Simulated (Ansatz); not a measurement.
Working through vertical spin-state energies of C₂H₆GaN, SMILES [CH2]1N[CH2][GaH]1

Computed with the Python package of Ansatz (0.2.0).

The script reads `c2h6gan.xyz`:
```text
10

C    -0.51110    0.95990   -0.32200
N    -0.11840    0.27520    0.84660
C     0.06950   -1.10620    0.44130
Ga    1.52770    0.11650   -0.93270
H    -1.61340    0.73810   -0.58100
H    -0.49780    2.11490   -0.15260
H     0.84650    0.67090    1.11370
H    -0.83570   -1.60370    0.31370
H     0.67770   -1.62330    1.28740
H     0.53820   -0.59330   -2.01140
```

Interactive session:
```pycon
>>> import ansatz as az
>>> system = az.Crystal.molecule_from_extxyz("c2h6gan.xyz")
>>> base = system.calculation()
>>> base = base.basis(gaussian="def2-SVP")
>>> base = base.functional("r2SCAN")
>>> found = {}
>>> for unpaired in [0, 2]:
...     summary = base.spin("collinear", total=unpaired).run(threads=1).report
...     s = unpaired / 2
...     found[unpaired] = summary["free_energy_ev"]
...     print(f"2S+1 = {unpaired + 1}: E = {found[unpaired]:.5f} eV, <S^2> = {abs(summary['mean_field']['state']['spin_squared']):.3f} (pure state {s * (s + 1):.2f})")
...
2S+1 = 1: E = -56023.21889 eV, <S^2> = 0.276 (pure state 0.00)
2S+1 = 3: E = -56022.74910 eV, <S^2> = 2.017 (pure state 2.00)
>>> lowest = min(found, key=found.get)
>>> for unpaired, e in found.items():
...     print(f"multiplicity {unpaired + 1}: {23.060548 * (e - found[lowest]):.1f} kcal/mol above the lowest")
...
multiplicity 1: 0.0 kcal/mol above the lowest
multiplicity 3: 10.8 kcal/mol above the lowest
```

In order: multiplicity 1 (+0.00 eV) and multiplicity 3 (+0.47 eV), all at the one geometry.

Notes:
- Total energies depend on the basis set; only differences at equal settings carry meaning.
- The geometry is a force-field or estimated start, not a minimum of this method, and the basis set is short of its limit. All parts are taken at fixed geometry, without zero-point energy.
- The expectation value of S² is noticeably off S(S+1) in at least one run, so that state is spin-contaminated.
- Hardware and time: 83 s on 1 thread of Arm Neoverse V1, with other jobs on the host, peak memory 0.37 GiB.
